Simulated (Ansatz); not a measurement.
# SiMo3: properties at the relaxed cell

The task here is to estimate one member of a computed series from the others.

Program: Ansatz 0.2.0. Level of theory: DFT PBEsol, scalar-relativistic, plane waves, PAW. These are calculated values, not measurements.

1 further run of the same task is left out (set aside as unsound or not needed).

## The structure to begin with

Symmetry: Pm-3n, No. 223, cubic system. Conventional cell: a = 4.862 Å, b = 4.862 Å, c = 4.862 Å, α = 90.00°, β = 90.00°, γ = 90.00°. Si (site symmetry m-3) is surrounded by 12 Mo at 2.72 Å. Around Mo (site symmetry -4m2) lie 2 Mo at 2.43 Å and 4 Si at 2.72 Å.

As a file:

```cif
data_structure
_symmetry_space_group_name_H-M 'P 1'
_symmetry_Int_Tables_number 1
_cell_length_a 4.8616
_cell_length_b 4.8616
_cell_length_c 4.8616
_cell_angle_alpha 90.000
_cell_angle_beta 90.000
_cell_angle_gamma 90.000
_cell_volume 114.90
loop_
_atom_site_label
_atom_site_type_symbol
_atom_site_fract_x
_atom_site_fract_y
_atom_site_fract_z
_atom_site_occupancy
Si1 Si 0.00000 0.00000 0.00000 1
Si2 Si 0.50000 0.50000 0.50000 1
Mo1 Mo 0.25000 0.00000 0.50000 1
Mo2 Mo 0.50000 0.75000 0.00000 1
Mo3 Mo 0.75000 0.00000 0.50000 1
Mo4 Mo 0.50000 0.25000 0.00000 1
Mo5 Mo 0.00000 0.50000 0.75000 1
Mo6 Mo 0.00000 0.50000 0.25000 1
```

It is the result of an earlier relaxation at this level (volume 14.36 Å³/atom; gap on the mesh: none (metal)).

The first run:

Contents of input.yaml:

```yaml
crystal:
  lattice:
    - [4.8615851677, 0.0, 0.0]
    - [0.0, 4.8615851677, 0.0]
    - [0.0, 0.0, 4.8615851677]
  atoms:
    - { symbol: Si, position: [0.0, 0.0, 0.0] }
    - { symbol: Si, position: [0.5, 0.5, 0.5] }
    - { symbol: Mo, position: [0.25, 0.0, 0.5] }
    - { symbol: Mo, position: [0.5, 0.75, 0.0] }
    - { symbol: Mo, position: [0.75, 0.0, 0.5] }
    - { symbol: Mo, position: [0.5, 0.25, 0.0] }
    - { symbol: Mo, position: [0.0, 0.5, 0.75] }
    - { symbol: Mo, position: [0.0, 0.5, 0.25] }
basis:
  ecutwfc: 420
kpoints:
  mp_grid: { grid: [8, 8, 8] }
  band_path:
    path:
      - [[0.0, 0.0, 0.0], [0.0, 0.5, 0.0], [0.5, 0.5, 0.0], [0.0, 0.0, 0.0], [0.5, 0.5, 0.5], [0.0, 0.5, 0.0]]
      - [[0.5, 0.5, 0.5], [0.5, 0.5, 0.0]]
    npoints: 14
hamiltonian:
  xc: pbesol
scf:
  occupations: { method: gaussian, width: 0.1 }
  n_extra_bands: 20
output:
  forces: true
  stress: true
  eigenvalues: true
  populations: true
  dos: { projected: true, de: 0.02, nscf_kmesh: { grid: [12, 12, 12] } }
  bader: true
  write_density: true
  write_potential: true
  elf: true
  volumetric_format: npy
```

The run is started by

```console
ansatz run input.yaml --threads 2 --pin off --max-ram 5120MiB --backend cpu --events-out ev --progress --plain --runs-dir out
```

Among the steps run: Static run: bands, density of states and charges; Back to the database's cell; Volume × 0.97; Point at V/V0 = 1.03; The cell scaled to 0.94 of its volume; Volume × 1.06; Point at V/V0 = 0.91; Volume × 1.10; The cell scaled to 0.88 of its volume.

One table of the session follows, with a row left open; its other results are not shown here.

```
volume (Å³/atom)  energy above the lowest point (meV/atom)  pressure (GPa)
          12.639                                     215.7           44.79
          13.070                                     114.6           30.83
          13.501                                      48.2           18.91
          13.932                                      11.4            8.72
          14.363                                       0.0            0.00
          14.794                                      10.3           -7.43
          15.225                                         ?               ?
          15.799                                     101.6          -20.76
```

Estimate the missing values for volume (Å³/atom) = 15.225.

Worked estimate for «energy above the lowest point (meV/atom)». A straight line through the neighbours (14.794, 10.3) and (15.799, 101.6) gives 10.3 + (101.6 − 10.3) × (15.225 − 14.794) / (15.799 − 14.794) = 49.5; a parabola fitted to 3 rows on both sides gives 37.9.

**Answer.** energy above the lowest point (meV/atom): 39.1; pressure (GPa): -13.76. In «energy above the lowest point (meV/atom)» the line misses by +10.4 and the parabola by -1.2.
